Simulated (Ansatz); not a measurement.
# SbAu3S3: the cost of one run

Program: Ansatz 0.2.0. Level of theory: DFT PBE, scalar-relativistic, plane waves, PAW, unless a step names another level. These are calculated values, not measurements.

15 further runs of the same task are left out: 1 that didn't finish, 14 set aside as unsound or not needed.

## Step 1: The formula and the candidates

Pauling electronegativities: Sb 2.05, Au 2.54, S 2.58 (spread 0.53). The formula balances with common oxidation states: Sb +3, Au +1, S -2, a formal count that means little at so small a spread. Tabulated atomic sizes suggest about 22 Å³/atom. 31 candidates were drawn, by swapping species into database cells of other compounds, at random by space group and Wyckoff sites, or by hand, as the table says:

```csv
name,made from,space group no.,Wyckoff sites,atoms (primitive cell),V (Å³/atom)
c01,random,123,"Sb 1b; S 1c, 2g; Au 2f, 1d",7,24.9
c02,random,12,"Sb 2a; S 2c, 4h; Au 2d, 4i",7,27.5
c03,database cell of NbZn3Ga3,166,Sb 3a; S 9d; Au 9e,7,23.4
c04,random,187,"Sb 1a; S 2g, 1c; Au 1e, 1d, 1f",7,28.2
c05,random,123,"Sb 1b; S 2h, 1d; Au 2f, 1a",7,24.0
c06,random,187,"Sb 1b; S 3k; Au 2g, 1e",7,24.2
c07,database cell of Cd3PI3,6,"Sb 1b; S 1a, 1b, 1a; Au 1a, 1b, 1b",7,25.9
c08,random,99,"Sb 1b; S 2c, 1b; Au 2c, 1b",7,27.3
c09,random,166,"Sb 3a; S 9e; Au 3b, 6c",7,23.3
c10,random,191,"Sb 1b; S 2e, 1a; Au 3g",7,28.4
c11,database cell of Ca3AsCl3,221,Sb 1a; S 3d; Au 3c,7,24.1
c12,random,191,Sb 1a; S 3g; Au 3f,7,24.5
c13,random,191,Sb 1b; S 3g; Au 3f,7,28.2
c14,database cell of Ca3BN3,123,"Sb 1b; S 2g, 1c; Au 2h, 1a",7,21.5
c15,random,38,"Sb 2a; S 4e, 2b; Au 2a, 4d",7,23.3
c16,random,99,"Sb 1a; S 2c, 1a; Au 2c, 1a",7,22.0
c17,random,12,"Sb 2c; S 2d, 4f; Au 4i, 2a",7,24.4
c18,random,160,"Sb 3a; S 9b; Au 3a, 3a, 3a",7,27.4
c19,random,164,"Sb 1a; S 3f; Au 2d, 1b",7,23.9
c20,random,183,"Sb 1a; S 1a, 2b; Au 2b, 1a",7,22.9
c21,random,38,"Sb 2a; S 4e, 2b; Au 2a, 2a, 2b",7,28.0
c22,random,71,"Sb 2a; S 4i, 2d; Au 4j, 2b",7,25.2
c23,random,65,"Sb 2b; S 4f, 2d; Au 4k, 2a",7,23.5
c24,database cell of Ca3PCl3,221,Sb 1a; S 3c; Au 3d,7,23.7
c25,random,38,"Sb 2b; S 4e, 2a; Au 2b, 4c",7,25.0
c26,database cell of Mg3NF3,221,Sb 1b; S 3c; Au 3d,7,18.7
c27,random,12,"Sb 2c; S 4h, 2d; Au 4g, 2a",7,25.4
c28,database cell of Mg3BN3,47,"Sb 1c; S 1a, 2t; Au 1f, 2q",7,19.2
c29,database cell of Tl3AsS3,160,Sb 3a; S 9b; Au 9b,7,22.2
c30,random,99,"Sb 1a; S 2c, 1b; Au 1b, 2c",7,27.8
c31,database cell of Ce3GaBr3,221,Sb 1b; S 3d; Au 3c,7,23.4
```

## Step 2: Screening run of c19

input.yaml

```yaml
crystal:
  lattice:
    - [6.19998648, 0.0, 0.0]
    - [-3.09999324, 5.36934579, 0.0]
    - [0.0, 0.0, 5.02488701]
  atoms:
    - { symbol: Sb, position: [0.0, 0.0, 0.0] }
    - { symbol: S, position: [0.5, 0.0, 0.5] }
    - { symbol: S, position: [0.0, 0.5, 0.5] }
    - { symbol: S, position: [0.5, 0.5, 0.5] }
    - { symbol: Au, position: [0.33333333, 0.66666667, 0.02621508] }
    - { symbol: Au, position: [0.66666667, 0.33333333, 0.97378492] }
    - { symbol: Au, position: [0.0, 0.0, 0.5] }
basis:
  ecutwfc: 420
kpoints:
  mp_grid: { grid: [2, 2, 3] }
hamiltonian:
  xc: pbe
scf:
  occupations: { method: gaussian, width: 0.15 }
  lower_state_search: "off"
output:
  forces: true
  stress: true
  eigenvalues: true
relax:
  adjacent_minimum: "off"
  f_tol: 0.08
  max_steps: 16
  cell: { stress_tol: 0.8 }
```

Started as:

```console
> ansatz run input.yaml --threads 1 --pin off --max-ram 2560MiB --backend cpu --events-out ev --progress --plain --runs-dir out
```

**Question.** How long does this run take on 1 thread of Arm Neoverse V1, shared host, and how much memory does it need?

About 19 s, with a peak of 0.42 GiB.
